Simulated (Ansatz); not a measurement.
# C2H6Ga (SMILES C[Ga]C) at U-wB97X/6-31G(d) (spherical functions)

What is the energy change on altering one bond length of C2H6Ga at U-wB97X/6-31G* (spherical functions)? 

Program for the calculation: Ansatz 0.2.0.

70 further runs of the same task are left out: 1 that didn't finish, 69 set aside as unsound or not needed.

### Step 1. Starting point

C2H6Ga: 9 atoms, total charge 0, spin state doublet. SMILES: `C[Ga]C`. The coordinates come from a PBE0-D4/def2-TZVP relaxation.

Bond lengths: C1–Ga2 1.998 Å, Ga2–C3 1.998 Å, C1–H4 1.095 Å, C1–H5 1.095 Å, C1–H6 1.089 Å, C3–H7 1.089 Å, C3–H8 1.095 Å, C3–H9 1.095 Å. Some angles: C1–Ga2–C3 118.1°, Ga2–C1–H4 108.6°, Ga2–C1–H5 108.9°, Ga2–C1–H6 113.3°, Ga2–C3–H7 113.3°, Ga2–C3–H8 108.8°, Ga2–C3–H9 108.7°, H4–C1–H5 107.9°, H4–C1–H6 109.0°, H5–C1–H6 109.1°.

### Step 2. The energy at U-wB97X/6-31G(d) (spherical functions)

Input file job.yaml:

```yaml
crystal:
  periodic: [false, false, false]
  atoms:
    - {symbol: C, position_ang: [-1.246620, 1.163020, 0.175280]}
    - {symbol: Ga, position_ang: [0.456630, 0.385560, 0.873010]}
    - {symbol: C, position_ang: [1.273950, -1.139610, -0.126050]}
    - {symbol: H, position_ang: [-2.014290, 0.382510, 0.177460]}
    - {symbol: H, position_ang: [-1.092470, 1.479700, -0.861100]}
    - {symbol: H, position_ang: [-1.602690, 2.011340, 0.758180]}
    - {symbol: H, position_ang: [2.201980, -1.496820, 0.318200]}
    - {symbol: H, position_ang: [1.469380, -0.822030, -1.155250]}
    - {symbol: H, position_ang: [0.554120, -1.963680, -0.159730]}
basis:
  gaussian:
    orbitals: 6-31G_st_-spherical.json
magnetization:
  spin_polarized: true
  initial_magnetization: 1
hamiltonian:
  xc: {name: wB97X}
accuracy: high
output:
  orbitals: {seedname: orbitals}
```

The basis set 6-31G* is read from a file made from the Basis Set Exchange's data (not shown).

Command:

```bash
$ ansatz run job.yaml --threads 1 --pin off --max-ram 3480MiB --events-out events.jsonl --progress --plain --runs-dir runs
```

The log of the run:

```text
Warning: RAYON_NUM_THREADS=1 ignored (pool sized by the plan → 1); use --threads N
Functional definition: wB97X
  name "wB97X"
  parameter omega = 0.3/bohr
  parameter cx = 0.157706
  parameter cx1 = 0.726479
  parameter cx2 = 1.04760
  parameter cx3 = -5.70635
  parameter cx4 = 13.2794
  parameter css1 = -4.33879
  parameter css2 = 18.2308
  parameter css3 = -31.7430
  parameter css4 = 17.2901
  parameter cos1 = 2.37031
  parameter cos2 = -11.3995
  parameter cos3 = 6.58405
  parameter cos4 = -3.78132
  exchange = spin_sum(e_x_unif_sr(omega)*poly(b97_u_x, 1 - cx, cx1, cx2, cx3, cx4)) + cx*exact_x_sr(omega)
      + exact_x_lr(omega)
  correlation = spin_sum(e_c_pw_same_spin*poly(b97_u_same, 1, css1, css2, css3, css4))
      + integral(e_c_pw_opposite_spin*poly(b97_u_opposite, 1, cos1, cos2, cos3, cos4))
1662 factors; integrals over basis functions are off by at most 4.7e-9 eV
341 factors; integrals over basis functions are off by at most 2.3e-9 eV
mean field evaluation 1: about -54537.6590 eV, gradient 2.9e1 eV
mean field evaluation 2: about -54539.4589 eV, gradient 2.3e1 eV
mean field evaluation 4: about -54541.7316 eV, gradient 1.2e0 eV
mean field evaluation 8: about -54541.8501 eV, gradient 4.2e-2 eV
mean field evaluation 16: about -54541.8502 eV, gradient 6.6e-5 eV
mean field -54541.85019654 eV, -2004.3760249288 hartree, gradient 9.5e-8 eV, S^2 0.753138; 0 other end points of the search recorded, 0 dependent functions left out
reference -54541.85019456 eV, -2004.3760248564 hartree; 25, 24 occupied and 47, 48 virtual orbitals, 1662 factors
Total energy: -54541.85019456 eV, -2004.3760248564 hartree
```

It took 50 s on 1 thread of Arm Neoverse V2, shared host; peak memory 0.78 GiB.

### Step 3. The distorted shape at the same level

Input file run.yaml:

```yaml
crystal:
  periodic: [false, false, false]
  atoms:
    - {symbol: C, position_ang: [-2.360274, 1.591679, -0.357829]}
    - {symbol: Ga, position_ang: [-0.657024, 0.814219, 0.339901]}
    - {symbol: C, position_ang: [0.160296, -0.710951, -0.659159]}
    - {symbol: H, position_ang: [-3.127944, 0.811169, -0.355649]}
    - {symbol: H, position_ang: [-2.206124, 1.908359, -1.394209]}
    - {symbol: H, position_ang: [-2.716344, 2.439999, 0.225071]}
    - {symbol: H, position_ang: [2.201980, -1.496820, 0.318200]}
    - {symbol: H, position_ang: [0.355726, -0.393371, -1.688359]}
    - {symbol: H, position_ang: [-0.559534, -1.535021, -0.692839]}
basis:
  gaussian: {orbitals: 6-31G_st_-spherical.json}
magnetization: {spin_polarized: true, initial_magnetization: 1}
hamiltonian: {xc: {name: wB97X}}
accuracy: high
output: {orbitals: {seedname: orbitals}}
```

The basis set 6-31G* is read from a file made from the Basis Set Exchange's data (not shown).

Command:

```bash
$ ansatz run run.yaml --threads 1 --pin off --max-ram 3480MiB --events-out events.jsonl --progress --plain --runs-dir runs
```

The log of the run:

```text
Warning: RAYON_NUM_THREADS=1 ignored (pool sized by the plan → 1); use --threads N
[... 17 set-up lines as earlier in the session ...]
      + exact_x_lr(omega)
[... 1 set-up line as earlier in the session ...]
      + integral(e_c_pw_opposite_spin*poly(b97_u_opposite, 1, cos1, cos2, cos3, cos4))
1664 factors; integrals over basis functions are off by at most 4.7e-9 eV
357 factors; integrals over basis functions are off by at most 2.1e-9 eV
mean field evaluation 1: about -54530.5532 eV, gradient 3.0e1 eV
mean field evaluation 2: about -54529.6379 eV, gradient 3.4e1 eV
mean field evaluation 4: about -54535.8527 eV, gradient 2.8e0 eV
mean field evaluation 8: about -54536.2592 eV, gradient 1.9e0 eV
mean field evaluation 16: about -54537.1122 eV, gradient 1.9e-2 eV
mean field evaluation 32: about -54537.0653 eV, gradient 6.1e-1 eV
mean field evaluation 64: about -54537.0580 eV, gradient 7.7e-1 eV
mean field evaluation 96: about -54536.3870 eV, gradient 7.2e-1 eV
mean field -54537.17453054 eV, -2004.2041973728 hartree, gradient 9.0e-8 eV, S^2 1.479527; 4 other end points of the search recorded, 0 dependent functions left out
reference -54537.17452820 eV, -2004.2041972868 hartree; 25, 24 occupied and 47, 48 virtual orbitals, 1664 factors
Total energy: -54537.17452820 eV, -2004.2041972868 hartree
```

Wall time 2.6 min (1 thread of Arm Neoverse V2, shared host); peak memory 0.86 GiB.

### Step 4. Outcome

Level: U-wB97X/6-31G* (spherical functions).

```
                                                         quantity           value
                                        first shape: total energy  -2004.37602 Eh
                  first shape: HOMO energy (highest over α and β)        -6.82 eV
                   first shape: LUMO energy (lowest over α and β)        -0.44 eV
                                                first shape: ⟨S²⟩           0.753
                                    distorted shape: total energy  -2004.20420 Eh
              distorted shape: HOMO energy (highest over α and β)        -6.95 eV
               distorted shape: LUMO energy (lowest over α and β)        -0.56 eV
                                            distorted shape: ⟨S²⟩           1.480
energy change with the C3–H7 bond stretched from 1.089 to 2.396 Å        4.676 eV
```

What this shows: With the C3–H7 bond stretched from 1.089 to 2.396 Å the energy rises by 4.68 eV (108 kcal/mol). The first shape isn't relaxed at this level, so the change isn't measured from a minimum. ⟨S²⟩ (distorted shape) is 1.48 where a pure doublet has 0.75: the reference is spin-contaminated.
